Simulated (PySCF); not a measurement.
# C2H11BN2Si2: the cost of one run

The runs use PySCF 2.14.0, with density-fitted response routines of our own; the level of theory stands in each step. All values are computed, except where a source is named. Atoms are numbered from 0 throughout.

### Step 1. The starting structure

18 atoms, charge 0, multiplicity 1; geometry from: GFN2-xTB.

Bonds of the start (Å): B0–N1 1.40, N1–Si2 1.74, Si2–C3 1.91, C3–N4 1.45, N4–Si5 1.71, Si5–C6 1.89, Si5–N1 1.77, B0–H7 1.17, B0–H8 1.17, Si2–H9 1.47, Si2–H10 1.47, C3–H11 1.10, C3–H12 1.09, N4–H13 1.01, Si5–H14 1.48, C6–H15 1.09, C6–H16 1.08, C6–H17 1.08.

### Step 2. Excited states and response: CAM-B3LYP/def2-SVPD

What the job is given:

```
{"job": {"kind": "uv", "xc": "CAM-B3LYP", "basis": "def2-SVPD", "nstates": 8, "ntriplets": 3}, "charge": 0, "multiplicity": 1}
B     -0.300143     2.318418     0.191216
N     -0.450127     0.927311     0.169367
Si    -1.951204     0.116406    -0.192083
C     -1.352996    -1.688315    -0.033223
N      0.095140    -1.640923    -0.003041
Si     0.856928    -0.203094     0.533007
C      2.438156     0.111705    -0.453743
H     -1.228697     2.998322    -0.038644
H      0.745119     2.786348     0.442390
H     -2.978597     0.426533     0.807297
H     -2.392122     0.424460    -1.556358
H     -1.754085    -2.161483     0.871717
H     -1.678132    -2.303753    -0.876347
H      0.536004    -2.541676     0.090804
H      1.102743    -0.103765     1.987377
H      2.263981     0.080827    -1.524792
H      2.844016     1.086847    -0.210905
H      3.195256    -0.627852    -0.215696
```

Method: TDDFT CAM-B3LYP/def2-SVPD, vertical, gas phase, core orbitals frozen in the response.

The run is started by

```
$ OMP_NUM_THREADS=1 python probes_run.py task.json out
```

One launch serves the whole session: the jobs run in the order shown.

**Question.** How long does this job take on 1 thread of Arm Neoverse N1, shared host, and how much memory does it need?

About 1.8 min, with a peak of 1.2 GiB.
